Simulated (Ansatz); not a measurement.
# C₂H₆SSi: a rigid scan of the dihedral angle C2–S3–Si4–H8

Aim: the energy along the dihedral angle C2–S3–Si4–H8, from CCSD(T) and from cheaper methods, relative to the minimum. No other atom is relaxed.

Program: Ansatz 0.2.0, Gaussian basis. Level of theory: single points in def2-TZVPP. These are calculated values, not measurements.

Levels: PBE-D4, r2SCAN-D4, PBE0-D4, B3LYP-D4, wB97M-V, Hartree-Fock, MP2, CCSD, CCSD(T). The scan takes -177.8, -162.8, -147.8, -132.8, -117.8, -102.8, -87.8, -72.8°.

Cores are frozen in the correlated methods. B3LYP uses VWN-RPA correlation.

19 further runs of the same task are left out: 19 set aside as unsound or not needed.

### 1 The system as given

The minimum, relaxed at PBE0-D4: SMILES `C=CS[SiH3]`, 10 atoms, charge 0, spin multiplicity 1.

Atoms are counted from 1 here; the program's logs count them from 0.

Bond lengths: C1–C2 1.326 Å, C1–H5 1.084 Å, C1–H6 1.084 Å, C2–S3 1.761 Å, C2–H7 1.086 Å, S3–Si4 2.134 Å, Si4–H8 1.483 Å, Si4–H9 1.487 Å, Si4–H10 1.485 Å. Angles: C2–C1–H5 122.0°, C2–C1–H6 120.3°, H5–C1–H6 117.8°, C1–C2–S3 123.0°, C1–C2–H7 120.9°, S3–C2–H7 116.0°, C2–S3–Si4 99.3°, S3–Si4–H8 105.8°, S3–Si4–H9 109.5°, S3–Si4–H10 112.1°, H8–Si4–H9 110.7°, H8–Si4–H10 110.1°, H9–Si4–H10 108.7°.

Geometry (Å):

```mol
C2H6SSi
  3D, bonds by distance, orders not assigned

 10  9  0  0  0  0  0  0  0  0999 V2000
   -0.1956    2.1948    0.2813 C   0  0
   -0.2263    0.8802    0.4522 C   0  0
   -1.0589   -0.2106   -0.6516 S   0  0
    0.2213   -1.9105   -0.4894 Si  0  0
   -0.6346    2.6713   -0.5875 H   0  0
    0.2681    2.8314    1.0256 H   0  0
    0.2180    0.4217    1.3312 H   0  0
   -0.4800   -3.0123   -1.1911 H   0  0
    0.4228   -2.2452    0.9451 H   0  0
    1.5482   -1.6720   -1.1128 H   0  0
  1  2  8  0
  1  5  8  0
  1  6  8  0
  2  3  8  0
  2  7  8  0
  3  4  8  0
  4  8  8  0
  4  9  8  0
  4 10  8  0
M  END
```

Energies of the minimum (eV), from earlier single points: PBE-D4 -20874.37381, r2SCAN-D4 -20883.20603, PBE0-D4 -20876.33474, B3LYP-D4 -20887.61622, wB97M-V -20883.49677, CCSD(T) -20856.14320.

At the minimum the dihedral angle C2–S3–Si4–H8 is 170.5°.

### 2 C2–S3–Si4–H8 = -177.8°

ccsdt-tzvpp/in.yaml reads:

```yaml
crystal:
  periodic: [false, false, false]
  atoms:
    - {symbol: C, position_ang: [-0.195593, 2.194803, 0.281349]}
    - {symbol: C, position_ang: [-0.226297, 0.880223, 0.452177]}
    - {symbol: S, position_ang: [-1.058917, -0.210576, -0.651589]}
    - {symbol: Si, position_ang: [0.221307, -1.910451, -0.489378]}
    - {symbol: H, position_ang: [-0.634576, 2.671253, -0.587505]}
    - {symbol: H, position_ang: [0.268122, 2.831386, 1.025582]}
    - {symbol: H, position_ang: [0.218001, 0.421738, 1.331208]}
    - {symbol: H, position_ang: [-0.329794, -2.921371, -1.423508]}
    - {symbol: H, position_ang: [0.197979, -2.418099, 0.907783]}
    - {symbol: H, position_ang: [1.624682, -1.589794, -0.855250]}
basis:
  gaussian: {orbitals: def2-TZVPP}
correlation: {method: ccsd_t}
```

The command line of these runs was not kept.

The runs that follow: C2–S3–Si4–H8 = -162.8°; C2–S3–Si4–H8 = -147.8°; C2–S3–Si4–H8 = -132.8°; C2–S3–Si4–H8 = -117.8°; C2–S3–Si4–H8 = -102.8°; C2–S3–Si4–H8 = -87.8°; C2–S3–Si4–H8 = -72.8°.

Q: Predict the outcome of this session. Wanted: highest point, CCSD(T); lowest point, CCSD(T); RMS deviation from CCSD(T); largest T1 diagnostic.

The runs gave:

```
                  quantity                                                                                                                      value
    highest point, CCSD(T)                                                                                                       0.089 eV at -117.8 °
     lowest point, CCSD(T)                                                                                                        0.000 eV at 170.5 °
RMS deviation from CCSD(T)  PBE-D4 0.004, r2SCAN-D4 0.001, PBE0-D4 0.003, B3LYP-D4 0.001, wB97M-V 0.003, Hartree-Fock 0.007, MP2 0.001, CCSD 0.001 eV
     largest T1 diagnostic                                                                                                                      0.012
```

What this shows: Over the points sampled the torsion costs at most 0.089 eV, a hindered rotation that is fast at room temperature. A rigid scan overstates barriers, since nothing else may give way. CCSD follows the CCSD(T) curve best and Hartree-Fock worst.
